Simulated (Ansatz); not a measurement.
# Sn12ClO23: the cost of one run

Computed with Ansatz 0.2.0 (DFT, PBE, plane-wave PAW, default files, scalar-relativistic, as far as a step names no other, unless a step's input says otherwise).

## Step 1: The structure to begin with

Symmetry: Pmm2, No. 25, orthorhombic system. The conventional cell has a = 6.701 Å, b = 9.559 Å, c = 6.701 Å, α = 90.00°, β = 90.00°, γ = 90.00°. Around Sn (site symmetry mm2) lie 5 O at 2.05 to 2.06 Å and 1 Cl at 2.18 Å. Sn (site symmetry m) is surrounded by 6 O at 2.05 to 2.06 Å. Sn (site symmetry mm2) is surrounded by 6 O at 2.05 to 2.06 Å. Around Sn (site symmetry m) lie 1 Cl at 1.98 Å and 5 O at 2.05 to 2.06 Å. Only part of the 20 independent sites is listed.

Coordinates:

```xyz
36
Lattice="4.7380 4.7380 0.0000 -4.7380 4.7380 0.0000 0.0000 0.0000 9.5595" Properties=species:S:1:pos:R:3 pbc="T T T"
Sn    0.0000    0.0000    0.0000
Sn    0.0000    0.0000    3.1865
Sn    0.0000    0.0000    6.3730
Sn    0.0000    4.7380    0.0000
Sn    0.0000    4.7380    3.1865
Sn    0.0000    4.7380    6.3730
Sn    2.3690    2.3690    1.5933
Sn    2.3690    2.3690    4.7797
Sn    2.3690    2.3690    7.9662
Sn   -2.3690    2.3690    1.5933
Sn   -2.3690    2.3690    4.7797
Sn   -2.3690    2.3690    7.9662
Cl    1.5399    1.5399    0.0000
O     1.4550    1.4550    3.1865
O     1.4550    1.4550    6.3730
O     1.4550    6.1930    0.0000
O     1.4550    6.1930    3.1865
O     1.4550    6.1930    6.3730
O     0.9140    3.8240    1.5933
O     0.9140    3.8240    4.7797
O     0.9140    3.8240    7.9662
O    -3.8240    3.8240    1.5933
O    -3.8240    3.8240    4.7797
O    -3.8240    3.8240    7.9662
O     3.2830    3.2830    0.0000
O     3.2830    3.2830    3.1865
O     3.2830    3.2830    6.3730
O    -1.4550    3.2830    0.0000
O    -1.4550    3.2830    3.1865
O    -1.4550    3.2830    6.3730
O    -0.9140    5.6520    1.5933
O    -0.9140    5.6520    4.7797
O    -0.9140    5.6520    7.9662
O    -0.9140    0.9140    1.5933
O    -0.9140    0.9140    4.7797
O    -0.9140    0.9140    7.9662
```

Atom 13 of the input is the impurity.

## Step 2: Relaxing the atoms in the given cell

input.yaml

```yaml
crystal:
  lattice:
    - [4.738, 4.738, 0.0]
    - [-4.738, 4.738, 0.0]
    - [0.0, 0.0, 9.5595]
  atoms:
    - { symbol: Sn, position: [0.0, 0.0, 0.0] }
    - { symbol: Sn, position: [0.0, 0.0, 0.3333333333] }
    - { symbol: Sn, position: [0.0, 0.0, 0.6666666667] }
    - { symbol: Sn, position: [0.5, 0.5, 0.0] }
    - { symbol: Sn, position: [0.5, 0.5, 0.3333333333] }
    - { symbol: Sn, position: [0.5, 0.5, 0.6666666667] }
    - { symbol: Sn, position: [0.5, 0.0, 0.1666666667] }
    - { symbol: Sn, position: [0.5, 0.0, 0.5] }
    - { symbol: Sn, position: [0.5, 0.0, 0.8333333333] }
    - { symbol: Sn, position: [0.0, 0.5, 0.1666666667] }
    - { symbol: Sn, position: [0.0, 0.5, 0.5] }
    - { symbol: Sn, position: [0.0, 0.5, 0.8333333333] }
    - { symbol: Cl, position: [0.325008994, 0.0, 0.0], spin: 1.0 }
    - { symbol: O, position: [0.3071, 0.0, 0.3333333333] }
    - { symbol: O, position: [0.3071, 0.0, 0.6666666667] }
    - { symbol: O, position: [0.8071, 0.5, 0.0] }
    - { symbol: O, position: [0.8071, 0.5, 0.3333333333] }
    - { symbol: O, position: [0.8071, 0.5, 0.6666666667] }
    - { symbol: O, position: [0.5, 0.3071, 0.1666666667] }
    - { symbol: O, position: [0.5, 0.3071, 0.5] }
    - { symbol: O, position: [0.5, 0.3071, 0.8333333333] }
    - { symbol: O, position: [0.0, 0.8071, 0.1666666667] }
    - { symbol: O, position: [0.0, 0.8071, 0.5] }
    - { symbol: O, position: [0.0, 0.8071, 0.8333333333] }
    - { symbol: O, position: [0.6929, 0.0, 0.0] }
    - { symbol: O, position: [0.6929, 0.0, 0.3333333333] }
    - { symbol: O, position: [0.6929, 0.0, 0.6666666667] }
    - { symbol: O, position: [0.1929, 0.5, 0.0] }
    - { symbol: O, position: [0.1929, 0.5, 0.3333333333] }
    - { symbol: O, position: [0.1929, 0.5, 0.6666666667] }
    - { symbol: O, position: [0.5, 0.6929, 0.1666666667] }
    - { symbol: O, position: [0.5, 0.6929, 0.5] }
    - { symbol: O, position: [0.5, 0.6929, 0.8333333333] }
    - { symbol: O, position: [0.0, 0.1929, 0.1666666667] }
    - { symbol: O, position: [0.0, 0.1929, 0.5] }
    - { symbol: O, position: [0.0, 0.1929, 0.8333333333] }
magnetization:
  spin_polarized: true
kpoints:
  mp_grid: { grid: [3, 3, 2] }
scf:
  occupations: { method: fermi_dirac, width: 0.01 }
hamiltonian:
  xc: pbe
  pseudopotentials: { kind: paw }
output:
  forces: true
  stress: true
  populations: true
  efg:
    quadrupole_moments_barn: { Sn: -0.132, Cl: -0.08112, O: -0.02558 }
    contact_densities: true
relax:
  f_tol: 0.03
  max_steps: 40
```

The run is started by

```sh
ansatz run input.yaml --threads 4 --pin off --max-ram 10240MiB --backend cpu --events-out ev --progress --plain --runs-dir out
```

Q: Estimate wall time and peak memory on 4 threads of Arm Neoverse V1, shared host.

About 5 min, with a peak of 2.7 GiB.
